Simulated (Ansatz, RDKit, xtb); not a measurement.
# C4H9Br: which of the isomers drawn lies lowest?

A sample of isomers of C4H9Br is drawn. Aim: find which of them has the lowest free energy at 298.15 K, then its properties. The sample is small against all isomers, and the most stable one of this formula need not be in it.

Plan: many cheap relaxations first (GFN2-xTB), then density-functional screening, relaxation at PBE-D3(BJ)/def2-SVP, vibrations (at GFN2-xTB) and a final energy. The numbers are computed, not measured.

## 1. Candidates

Isomers were taken from a list of plausible structures; this is a sample, not all of them. That gives 4 candidates.

```
label        SMILES     spin
 c114      CC(C)CBr  singlet
 c239    CC(C)(C)Br  singlet
 c359        CCCCBr  singlet
 c747  CC[C@H](C)Br  singlet
```

Candidates are built by distance geometry, with a force field where one applies, in up to four conformers (letters a to d).

Q: Predict the outcome of this search (final energies at CCSD(T)/def2-SVP + MP2/def2-TZVPP - MP2/def2-SVP).

| quantity | value |
| --- | --- |
| lowest structure found | CC(C)(C)Br, singlet |
| next finalist | CC[C@H](C)Br, singlet, 2.4 kcal/mol higher in G |
| share at equilibrium, among the finalists | 97.9 % |

The search ends on `CC(C)(C)Br`. The margin, 2.4 kcal/mol, is modest. GFN2-xTB, r2SCAN-D4/def2-SVP, PBE-D3(BJ)/def2-SVP, HF/def2-SVP and MP2/def2-SVP already put its bonding pattern lowest among the structures in one piece; HF/STO-3G favours the singlet CCCCBr (c359a, not a finalist). 3 minima inside the window were never screened. Measured heats of formation are -132.4 kJ/mol (298.15 K; CRC Handbook of Chemistry and Physics) for c239a and -107.1 kJ/mol (298.15 K; CRC Handbook of Chemistry and Physics) for c359b: a difference of +25.3 kJ/mol, against +26.1 calculated. The search is not exhaustive (a finite list of starts, one conformer a finalist), so a lower isomer can't be ruled out. Only 4 drawn patterns were tried, so whole families of isomers are missing, and the result ranks this sample alone. The lowest isomer need not be the one that is made and kept in a bottle, which depends on barriers.
